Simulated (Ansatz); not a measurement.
# BFH7NSi2: the cost of one run

The runs use Ansatz 0.2.0, Gaussian basis; the settings change from run to run.

## (1) The molecule

The structure was relaxed beforehand with PBE0-D4 in a triple-zeta def2 set.

12 atoms, charge 0, spin multiplicity 1.

Atoms are counted from 1 here; the program's logs count them from 0.

Bond lengths: B1–Si2 1.986 Å, B1–H6 1.197 Å, B1–H7 1.194 Å, Si2–Si3 2.357 Å, Si2–H8 1.489 Å, Si2–H9 1.488 Å, Si3–N4 1.699 Å, Si3–F5 1.611 Å, Si3–H10 1.484 Å, N4–H11 1.007 Å, N4–H12 1.006 Å. Angles: Si2–B1–H6 120.2°, Si2–B1–H7 121.8°, H6–B1–H7 117.7°, B1–Si2–Si3 100.6°, B1–Si2–H8 114.6°, B1–Si2–H9 115.6°, Si3–Si2–H8 106.8°, Si3–Si2–H9 108.7°, H8–Si2–H9 109.6°, Si2–Si3–N4 108.5°, Si2–Si3–F5 106.4°, Si2–Si3–H10 115.7°, N4–Si3–F5 114.1°, N4–Si3–H10 107.2°, F5–Si3–H10 105.2°, Si3–N4–H11 122.3°, Si3–N4–H12 122.8°, H11–N4–H12 112.2°.

## (2) B97M-V/aug-cc-pVDZ

Set apart from the defaults: charge +1, multiplicity 2, restricted open-shell orbitals.

Input file in.yaml:

```yaml
crystal:
  periodic: [false, false, false]
  atoms:
    - {symbol: B, position_ang: [-0.971421, 1.150860, 1.448145]}
    - {symbol: Si, position_ang: [-0.976532, 0.949821, -0.527679]}
    - {symbol: Si, position_ang: [0.953580, -0.366879, -0.835736]}
    - {symbol: N, position_ang: [0.758148, -1.819678, 0.022227]}
    - {symbol: F, position_ang: [2.198444, 0.526858, -0.339597]}
    - {symbol: H, position_ang: [-1.369402, 0.261758, 2.144602]}
    - {symbol: H, position_ang: [-0.471331, 2.094412, 1.982909]}
    - {symbol: H, position_ang: [-2.122102, 0.167425, -1.069392]}
    - {symbol: H, position_ang: [-0.821808, 2.210625, -1.302549]}
    - {symbol: H, position_ang: [1.269282, -0.726004, -2.240429]}
    - {symbol: H, position_ang: [1.305004, -2.640789, -0.177552]}
    - {symbol: H, position_ang: [0.325236, -1.863607, 0.929050]}
basis:
  gaussian: {orbitals: aug-cc-pVDZ}
total_charge: 1
magnetization: {spin_polarized: false, initial_magnetization: 1}
hamiltonian: {xc: {name: B97M-V}}
```

Run with:

```sh
ansatz run in.yaml --threads 4 --pin off --events-out ev --progress --plain --max-ram 10444MiB
```

What time and memory should one allow on 4 threads of Intel Xeon Platinum 8488C, shared host?

About 67 s, with a peak of 0.98 GiB.
